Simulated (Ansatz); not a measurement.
# Sb (hcp type): how the settings move a single-point run

Question: which choices in the input matter for Sb (hcp type)?

Computed with Ansatz 0.2.0 (reference: DFT, LDA, PAW with Ansatz's default frozen-core files, scalar-relativistic, unless a step's input says otherwise).

1 further run of the same task is left out (it didn't finish). Runs told in other sessions of the task aren't counted.

## (1) The structure to begin with

The structure is hexagonal, space group P6_3/mmc (No. 194). The conventional cell has a = 3.046 Å, b = 3.046 Å, c = 4.985 Å, α = 90.00°, β = 90.00°, γ = 120.00°. Sb (site symmetry -6m2) has 12 Sb at 3.05 Å in its first shell of neighbours.

As a file:

```cif
data_structure
_symmetry_space_group_name_H-M 'P6_3/mmc'
_symmetry_Int_Tables_number 194
_cell_length_a 3.0460
_cell_length_b 3.0460
_cell_length_c 4.9848
_cell_angle_alpha 90.000
_cell_angle_beta 90.000
_cell_angle_gamma 120.000
_cell_volume 40.05
loop_
_atom_site_label
_atom_site_type_symbol
_atom_site_symmetry_multiplicity
_atom_site_Wyckoff_symbol
_atom_site_fract_x
_atom_site_fract_y
_atom_site_fract_z
_atom_site_occupancy
Sb1 Sb 2 c 0.33333 0.66667 0.25000 1
```

## (2) The reference run

input.yaml reads:

```yaml
crystal:
  lattice:
    - [3.0460214878, 0.0, 0.0]
    - [-1.5230107439, 2.6379319889, 0.0]
    - [0.0, 0.0, 4.9848188373]
  atoms:
    - { symbol: Sb, position: [0.3333333333, 0.6666666667, 0.25] }
    - { symbol: Sb, position: [0.6666666667, 0.3333333333, 0.75] }
kpoints:
  mp_grid: { grid: [14, 14, 8] }
scf:
  occupations: { method: fermi_dirac, width: 0.05 }
hamiltonian:
  xc: lda
  pseudopotentials: { kind: paw }
output:
  forces: true
  stress: true
  eigenvalues: true
  populations: true
```

The run is started by

```sh
$ ansatz run input.yaml --threads 1 --pin off --max-ram 2048MiB --backend cpu --events-out ev --progress --plain --runs-dir out
```

## (3) Changed: chi_scale 0.1, ecutwfc 550 eV

Changes to input.yaml since step 2:

```diff
@@ -12,2 +12,3 @@
   occupations: { method: fermi_dirac, width: 0.05 }
+  initial_density: { chi_scale: 0.1 }
 hamiltonian:
@@ -20 +21,3 @@
   populations: true
+basis:
+  ecutwfc: "550 eV"
```

What does the calculation give? Wanted: for each run, ending; energy change; pressure; gap; force.

The runs gave:

```csv
run,ending,energy change,pressure (GPa),gap (eV),force (eV/Å),cycles,time
reference,converged,0,31.1,0.00,0.00,7,1.6 s
"1: chi_scale 0.1, ecutwfc 550 eV",converged,-1.6 meV/atom,31.1,0.00,0.00,6,2 s
```

Residual by cycle in the longest SCF loop of each run; runs are numbered as in the table. The quantity is the density residual dr2, in eV.

```csv
cycle,reference,run 1
1,0.0136,0.0423
2,0.00462,0.014
3,1.6e-4,7.1e-4
4,1.0e-5,6.9e-6
5,2.8e-6,3.6e-7
6,2.7e-7,1.3e-8
7,3.7e-9,-
```

**Reading.** Changing the start and cutoff moves the energy by -1.6 meV/atom. Semilocal functionals close small gaps, and spin-orbit coupling, left out here, moves these band edges, so the missing gap need not be the real solid's. The structure is not at rest: the sound run finds 31 GPa, so these are no properties of the relaxed crystal. 
